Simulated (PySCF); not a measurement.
# C3H9NSi2: electronic excitations

What electronic excitations should C3H9NSi2 (`N#CCC([SiH3])[SiH3]`) show?

The runs use PySCF 2.14.0, with density-fitted response routines of our own; the level of theory stands in each step. All values are computed, except where a source is named. Atoms count from 0, in the outputs and in this text.

## Step 1: Starting geometry

15 atoms, charge 0, multiplicity 1; geometry from: GFN2-xTB.

Bonds of the start (Å): N0–C1 1.14, C1–C2 1.44, C2–C3 1.54, C3–Si4 1.91, C3–Si5 1.91, C2–H6 1.10, C2–H7 1.09, C3–H8 1.10, Si4–H9 1.46, Si4–H10 1.46, Si4–H11 1.47, Si5–H12 1.47, Si5–H13 1.46, Si5–H14 1.46.

## Step 2: Ultraviolet spectrum: B3LYP/def2-SVPD

Job settings and geometry (Å):

```
{"job": {"kind": "uv", "xc": "B3LYP", "basis": "def2-SVPD", "nstates": 8, "ntriplets": 3}, "charge": 0, "multiplicity": 1}
N      3.233402     0.455229    -0.879006
C      2.147241     0.110379    -0.978647
C      0.786697    -0.348513    -1.062002
C      0.086409    -0.257949     0.304193
Si    -1.556730    -1.227366     0.263009
Si    -0.109922     1.561305     0.853247
H      0.810405    -1.383025    -1.423650
H      0.258469     0.256107    -1.805008
H      0.732871    -0.751869     1.038257
H     -2.456345    -0.613217    -0.715161
H     -2.155121    -1.222609     1.594946
H     -1.272941    -2.603946    -0.158235
H     -0.973555     2.236840    -0.120184
H     -0.730219     1.579170     2.177071
H      1.194925     2.217453     0.889258
```

Level: TDDFT B3LYP/def2-SVPD, vertical, gas phase, core orbitals frozen in the response.

Run with:

```sh
$ OMP_NUM_THREADS=1 python probes_run.py task.json out
```

One launch serves the whole session: the jobs run in the order shown.

Log:

```text
coarse grid: 13152 points
cycle   1  E = -753.0233018967  dE =  3.326e-01  |g| = 4.739e-01  |ddm| = 4.964e+00
cycle   2  E = -752.8666996770  dE =  1.566e-01  |g| = 9.590e-01  |ddm| = 1.818e+00
cycle   3  E = -753.0749108122  dE = -2.082e-01  |g| = 1.558e-01  |ddm| = 1.211e+00
cycle   4  E = -753.0799224506  dE = -5.012e-03  |g| = 5.796e-02  |ddm| = 2.187e-01
cycle   5  E = -753.0807833435  dE = -8.609e-04  |g| = 1.128e-02  |ddm| = 9.551e-02
cycle   6  E = -753.0808192765  dE = -3.593e-05  |g| = 2.285e-03  |ddm| = 2.561e-02
cycle   7  E = -753.0808207625  dE = -1.486e-06  |g| = 4.917e-04  |ddm| = 5.583e-03
final grid: 116816 points
cycle   8  E = -753.1838306751  dE = -2.370e-05  |g| = 3.506e-03  |ddm| = 8.196e-02
cycle   9  E = -753.1838277862  dE =  2.889e-06  |g| = 4.846e-03  |ddm| = 1.264e-02
cycle  10  E = -753.1838337571  dE = -5.971e-06  |g| = 1.215e-03  |ddm| = 6.676e-03
cycle  11  E = -753.1838340744  dE = -3.173e-07  |g| = 2.868e-04  |ddm| = 1.507e-03
cycle  12  E = -753.1838340910  dE = -1.662e-08  |g| = 8.474e-05  |ddm| = 4.055e-04
cycle  13  E = -753.1838340927  dE = -1.695e-09  |g| = 2.345e-05  |ddm| = 1.360e-04
cycle  14  E = -753.1838340929  dE = -1.539e-10  |g| = 4.055e-06  |ddm| = 4.990e-05
converged SCF energy = -753.1838340929

Static polarisability (au): isotropic 92.982, principal 77.107 91.694 110.146

Singlet excitations
state   eV       nm        f      main configurations
  1   7.2096    172.0   0.03763   H->L 0.97
  2   7.6726    161.6   0.01887   H-1->L 0.48, H-2->L 0.11, H->L+1 0.09
  3   7.7050    160.9   0.01328   H-1->L 0.29, H-2->L 0.22
  4   7.8564    157.8   0.02413   H->L+1 0.41, H->L+2 0.18, H-2->L 0.11
  5   7.8977    157.0   0.02139   H->L+1 0.29, H-1->L+1 0.17, H-1->L+3 0.15
  6   7.9795    155.4   0.00531   H->L+3 0.33, H->L+2 0.23, H-3->L 0.22
  7   8.0033    154.9   0.08233   H->L+2 0.38, H-3->L 0.26, H->L+1 0.12
  8   8.1096    152.9   0.02390   H->L+3 0.49, H-3->L 0.29

Triplet excitations (Tamm-Dancoff, eV): 6.4457 6.8266 6.9527
```

Run time: 58 s. Hardware: 1 thread of Intel Xeon at 2.70GHz, shared host; peak memory 0.79 GiB.

The orbitals next to the gap, with their largest atomic shares:

| orbital | eV | atoms |
| --- | --- | --- |
| HOMO−3 | -9.43 | Si5 19 %, C3 13 %, N0 13 % |
| HOMO−2 | -9.37 | N0 40 %, C1 31 %, C2 6 % |
| HOMO−1 | -9.06 | N0 29 %, C1 20 %, C3 18 % |
| HOMO | -8.60 | C3 32 %, Si5 16 %, Si4 13 % |
| LUMO | -0.47 | Si4 20 %, Si5 12 %, C2 9 % |
| LUMO+1 | 0.13 | Si4 23 %, Si5 18 %, H11 11 % |
| LUMO+2 | 0.26 | Si4 22 %, C1 11 %, Si5 11 % |

With each of the 8 states as a Gaussian band of 0.4 eV half-width at 1/e, the curve within the window shown has maxima at 156 nm (ε 7,000) L/(mol cm). Beyond the last state computed it falls off for lack of states. The curve at chosen wavelengths:

| nm | ε (L/mol/cm) |
| --- | --- |
| 147 | 2170 |
| 149 | 3573 |
| 150 | 4333 |
| 152 | 5742 |
| 153 | 6297 |
| 155 | 6932 |
| 157 | 6870 |
| 158 | 6610 |
| 160 | 5786 |
| 161 | 5296 |
| 163 | 4322 |
| 165 | 3498 |
| 166 | 3166 |
| 168 | 2650 |
| 169 | 2449 |
| 171 | 2115 |
| 173 | 1814 |
| 174 | 1663 |
| 176 | 1356 |
| 177 | 1202 |
| 179 | 907 |
| 181 | 647 |
| 182 | 535 |
| 184 | 350 |
| 185 | 278 |
| 187 | 168 |

Leading natural transition orbitals of singlet state 7: the hole lies on C3 33 %; H14 12 %; Si5 11 %; the particle on H6, H10, H11 about 10 % each; N0 11 %; C1 11 %.

Leading natural transition orbitals of singlet state 1: the hole lies on C3 33 %; H14 11 %; Si5 10 %; the particle on 6 H atoms about 9 % each; N0 8 %; C1 7 %.

Further results of this job:

| property | computed |
| --- | --- |
| dipole moment (D) | 3.57 |
| polarisability (Å³) | 13.78 |
| HOMO–LUMO gap (eV) | 8.14 |
| −ε(HOMO) (eV) | 8.60 |

The fields below are evaluated on a grid from the run's orbitals.

Frontier orbitals at B3LYP/def2-SVPD, with the share of their density that lies nearest to each atom:

| orbital | energy (eV) | lies on |
| --- | --- | --- |
| HOMO | -8.60 | C3 34 %; H14 11 %; Si4, Si5 about 9 % each |
| LUMO | -0.47 | 6 H atoms about 9 % each; H12, H13 about 7 % each; Si4 6 % |

ELF in a plane through or near 6 of the atoms.

Ten even steps from '0' (0.00) to '9' (1.00):
```
0000000000000000000000000000
0000000000000000000000000000
0000000000023210000000000000
0000000000489851000000000000
0000000002899994258850000000
0000000000799961699994000000
0000001000057176299993000000
0000158840014212299820000000
0000389983137986432000000000
0000279941387457201234441000
0000025257287148446777885200
0000002313165686592385887300
0000015997621365583287886200
0000029999810899735665653000
0000028999700999800222210000
0000002687100589400000000000
0000000000000000000000000000
0000000000000000000000000000
0000000000000000000000000000
0000000000000000000000000000
```
The map spans 11.6 Å across and 10.5 Å up, centred on the molecule. Atoms in the plane (x, y in Å): C1 (2.1, -1.0), C3 (-0.1, 0.0), Si4 (-2.0, -0.4), Si5 (0.4, 1.7), H6 (0.4, -2.1), H14 (1.8, 2.0).

On the surface of density 0.002 e/bohr³ the electrostatic potential runs, from the 1st to the 99th percentile, from -1.79 V near N0 to 1.43 V near H6.

## Step 3: Outcome

| quantity | value |
| --- | --- |
| lowest singlet (B3LYP/def2-SVPD) | 7.21 eV (172 nm), f = 0.038 |
| brightest single state of those computed | state 7, 8.00 eV, f = 0.082 |
| lowest triplet | 6.45 eV |
| surface potential, 1st and 99th percentile | -1.79 V and 1.43 V |

In words: The first singlet state (HOMO→LUMO 0.97) lies at 7.21 eV and is weak; of the 8 states computed, the strongest absorption comes from state 7 at 8.00 eV. The lowest triplet lies 0.76 eV below the lowest singlet (triplets in Tamm-Dancoff, singlets in full TDDFT). At B3LYP/def2-SVPD, counted by nearest atom on the grid, the HOMO lies on C3 34 %; H14 11 %, the LUMO on 6 H atoms about 9 % each; H12, H13 about 7 % each.
